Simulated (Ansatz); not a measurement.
# Au: a trigonal deformation path

One table from this session's results is given with a row withheld; the runs are named, their logs left out.

Method: DFT PBEsol, scalar-relativistic, plane waves, PAW, in Ansatz 0.2.0.

**The system as given**

The structure is cubic, space group Im-3m (No. 229). Conventional cell: a = 3.315 Å, b = 3.315 Å, c = 3.315 Å, α = 90.00°, β = 90.00°, γ = 90.00°. Around Au (site symmetry m-3m) lie 8 Au at 2.87 Å.

Structure file:

```xyz
1
Lattice="-1.6573 1.6573 1.6573 1.6573 -1.6573 1.6573 1.6573 1.6573 -1.6573" Properties=species:S:1:pos:R:3 pbc="T T T"
Au    0.0000    0.0000    0.0000
```

It goes back to an entry of the Materials Project, which need not be the stable form.

No relaxation comes first: the listed cell is the starting point.

**Zero of energy**

The reference gives a free energy of -13007.0445 eV, pressure -9.39 GPa, largest force 0.000 eV/Å and gap on the mesh none (metal). It was computed beforehand with the settings of the runs below.

Set-up of the first run:

At fixed volume and fractional coordinates, lengths along (0.577, 0.577, 0.577) are scaled against those across it; ρ is that ratio over its starting value.

input.yaml

```yaml
crystal:
  lattice:
    - [-2.4360327815, 1.7400234154, 1.7400234154]
    - [1.7400234154, -2.4360327815, 1.7400234154]
    - [1.7400234154, 1.7400234154, -2.4360327815]
  atoms:
    - { symbol: Au, position: [0.0, 0.0, 0.0] }
basis:
  ecutwfc: 420
kpoints:
  mp_grid: { grid: [22, 22, 22] }
hamiltonian:
  xc: pbesol
scf:
  occupations: { method: gaussian, width: 0.15 }
output:
  forces: true
  stress: true
  eigenvalues: true
```

On the command line:

```
ansatz run input.yaml --threads 1 --pin off --max-ram 2560MiB --backend cpu --events-out ev --progress --plain --runs-dir out
```

Among the steps run: At ρ = 0.500; ρ = 2.000; Point ρ = 0.710; ρ = 1.410; At ρ = 0.600; ρ = 0.850; At ρ = 1.200; ρ = 1.700; Point ρ = 0.930; ρ = 1.080.

One table of the session follows, with a row left open; its other results are not shown here.

The scan, with free energies counted from the undisturbed cell:

| ρ | ΔE (meV/atom) | pressure (GPa) |
| --- | --- | --- |
| 0.500 | 11318.6 | 261.5 |
| 0.600 | 4176.7 | 106.8 |
| 0.710 | 1263.8 | 33.1 |
| 0.850 | 164.8 | -2.1 |
| 0.930 | 26.2 | -8.0 |
| 1.000 | 0.0 | -9.4 |
| 1.080 | 13.9 | -8.2 |
| 1.200 | 57.4 | -4.7 |
| 1.410 | ? | ? |
| 1.700 | 223.3 | 9.3 |
| 2.000 | 261.2 | 11.5 |

Q: Estimate the row for ρ = 1.410 from the others.

Worked estimate for «ΔE (meV/atom)». A straight line through the neighbours (1.200, 57.4) and (1.700, 223.3) gives 57.4 + (223.3 − 57.4) × (1.410 − 1.200) / (1.700 − 1.200) = 127.1; a parabola fitted to 4 rows on both sides gives 142.4.

As computed: ΔE (meV/atom): 127.4; pressure (GPa): 2.2. In «ΔE (meV/atom)» the line misses by -0.3 and the parabola by +15.0.
